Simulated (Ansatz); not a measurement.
# C₃H₉InO: how energies converge with the basis set

One table from this session's results is given with a row withheld; the runs are named, their logs left out.

Computed with Ansatz 0.2.0, Gaussian basis. Level: one geometry, several basis sets.

The runs, in order: PBE0-D4/def2-SVP; ωB97M-V/def2-SVP; PBE0-D4/def2-QZVPP; ωB97M-V/def2-QZVPP; the functionals' def2-TZVPP values are taken from earlier runs.

### Structure used throughout

An earlier PBE0-D4 in a triple-zeta def2 set relaxation fixed the geometry. In takes the def2 core potential; no spin-orbit term is included.

SMILES `CC[O][InH][CH3]`, 14 atoms, charge 0, spin multiplicity 1.

Atoms are counted from 1 here; the program's logs count them from 0.

Bond lengths: C1–C2 1.517 Å, C1–H6 1.092 Å, C1–H7 1.094 Å, C1–H8 1.095 Å, C2–O3 1.398 Å, C2–H9 1.099 Å, C2–H10 1.103 Å, O3–In4 2.000 Å, In4–C5 2.141 Å, In4–H11 1.708 Å, C5–H12 1.090 Å, C5–H13 1.090 Å, C5–H14 1.092 Å. Angles: C2–C1–H6 110.2°, C2–C1–H7 111.2°, C2–C1–H8 110.8°, H6–C1–H7 108.6°, H6–C1–H8 108.1°, H7–C1–H8 107.8°, C1–C2–O3 112.4°, C1–C2–H9 109.1°, C1–C2–H10 108.9°, O3–C2–H9 108.0°, O3–C2–H10 112.2°, H9–C2–H10 106.0°, C2–O3–In4 123.0°, O3–In4–C5 113.7°, O3–In4–H11 109.8°, C5–In4–H11 136.5°, In4–C5–H12 109.8°, In4–C5–H13 111.1° and more.

Set-up of the first run:

in.yaml reads:

```yaml
crystal:
  periodic: [false, false, false]
  atoms:
    - {symbol: C, position_ang: [0.437912, 1.587112, -1.046253]}
    - {symbol: C, position_ang: [-0.698293, 0.596886, -1.214491]}
    - {symbol: O, position_ang: [-1.483605, 0.487984, -0.063326]}
    - {symbol: In, position_ang: [-0.964301, -0.638516, 1.505756]}
    - {symbol: C, position_ang: [0.825561, -1.771918, 1.195212]}
    - {symbol: H, position_ang: [0.048035, 2.562541, -0.746607]}
    - {symbol: H, position_ang: [0.999691, 1.707874, -1.977190]}
    - {symbol: H, position_ang: [1.137198, 1.248388, -0.274091]}
    - {symbol: H, position_ang: [-1.346260, 0.929349, -2.037559]}
    - {symbol: H, position_ang: [-0.282114, -0.375455, -1.527943]}
    - {symbol: H, position_ang: [-2.107583, -0.447794, 2.759944]}
    - {symbol: H, position_ang: [1.022381, -1.866807, 0.126999]}
    - {symbol: H, position_ang: [0.743562, -2.764137, 1.639473]}
    - {symbol: H, position_ang: [1.667825, -1.255518, 1.660086]}
basis:
  gaussian: {orbitals: def2-SVP}
hamiltonian: {xc: pbe0, dispersion: d4}
output: {orbitals: {seedname: orbitals}}
```

Launch:

```
> ansatz run in.yaml --threads 2 --pin off --events-out ev --progress --plain --max-ram 22528MiB --backend cpu
```

Steps of the session up to this table: PBE0-D4 in def2-SVP; ωB97M-V in def2-SVP; PBE0-D4 in def2-QZVPP; ωB97M-V in def2-QZVPP.

One table of the session follows, with a row left open; its other results are not shown here.

It belongs to the step «Functionals by basis». 

```
functional       basis  HOMO (eV)
   PBE0-D4    def2-SVP          ?
   PBE0-D4  def2-TZVPP      -7.14
   PBE0-D4  def2-QZVPP      -7.16
   ωB97M-V    def2-SVP      -9.32
   ωB97M-V  def2-TZVPP      -9.45
   ωB97M-V  def2-QZVPP      -9.47
```

**Question.** Estimate the row for PBE0-D4, def2-SVP.

As computed: HOMO (eV): -7.02. In the column «HOMO (eV)» it is the highest.
